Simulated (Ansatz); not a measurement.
**CH₅BOS: small, medium and large basis sets**

An exercise on one series of results from a longer session: the logs are not shown, and one member is left open.

Computed with Ansatz 0.2.0, Gaussian basis. Level: one geometry, several basis sets.

The runs, in order: PBE0-D4/def2-SVP; ωB97M-V/def2-SVP; PBE0-D4/def2-QZVPP; ωB97M-V/def2-QZVPP; the functionals' def2-TZVPP values are taken from earlier runs.

## The geometry

The geometry comes from an earlier relaxation with PBE0-D4 in a triple-zeta def2 set; it is a stationary point, not always the lowest conformer.

SMILES `BSCO`, 9 atoms, charge 0, spin multiplicity 1.

Atoms are counted from 1 here; the program's logs count them from 0.

Bond lengths: B1–S2 1.754 Å, B1–H5 1.195 Å, B1–H6 1.192 Å, S2–C3 1.834 Å, C3–O4 1.389 Å, C3–H7 1.090 Å, C3–H8 1.094 Å, O4–H9 0.962 Å. Angles: S2–B1–H5 120.5°, S2–B1–H6 117.0°, H5–B1–H6 122.5°, B1–S2–C3 103.7°, S2–C3–O4 113.0°, S2–C3–H7 106.8°, S2–C3–H8 106.9°, O4–C3–H7 106.9°, O4–C3–H8 113.3°, H7–C3–H8 109.7°, C3–O4–H9 108.7°.

Set-up of the first run:

in.yaml

```yaml
crystal:
  periodic: [false, false, false]
  atoms:
    - {symbol: B, position_ang: [-1.203708, 0.997271, 0.759328]}
    - {symbol: S, position_ang: [-0.457103, 0.833770, -0.819847]}
    - {symbol: C, position_ang: [0.470943, -0.744133, -0.700246]}
    - {symbol: O, position_ang: [1.839975, -0.559484, -0.556431]}
    - {symbol: H, position_ang: [-1.049978, 0.155302, 1.593677]}
    - {symbol: H, position_ang: [-1.859332, 1.974494, 0.948824]}
    - {symbol: H, position_ang: [0.319544, -1.270583, -1.642175]}
    - {symbol: H, position_ang: [0.022247, -1.314900, 0.118009]}
    - {symbol: H, position_ang: [2.006013, -0.118138, 0.281862]}
basis:
  gaussian: {orbitals: def2-SVP}
hamiltonian: {xc: pbe0, dispersion: d4}
output: {orbitals: {seedname: orbitals}}
```

Run with:

```console
$ ansatz run in.yaml --threads 2 --pin off --events-out ev --progress --plain --max-ram 4352MiB
```

Among the steps run: PBE0-D4 in def2-SVP; ωB97M-V in def2-SVP; PBE0-D4 in def2-QZVPP; ωB97M-V in def2-QZVPP.

One table of the session follows, with a row left open; its other results are not shown here.

It belongs to the step «Functionals by basis». 

| functional | basis | HOMO (eV) |
| --- | --- | --- |
| PBE0-D4 | def2-SVP | ? |
| PBE0-D4 | def2-TZVPP | -8.08 |
| PBE0-D4 | def2-QZVPP | -8.11 |
| ωB97M-V | def2-SVP | -10.17 |
| ωB97M-V | def2-TZVPP | -10.30 |
| ωB97M-V | def2-QZVPP | -10.33 |

Estimate the missing values for PBE0-D4, def2-SVP.

The run gave: HOMO (eV): -7.96. In the column «HOMO (eV)» it is the highest.
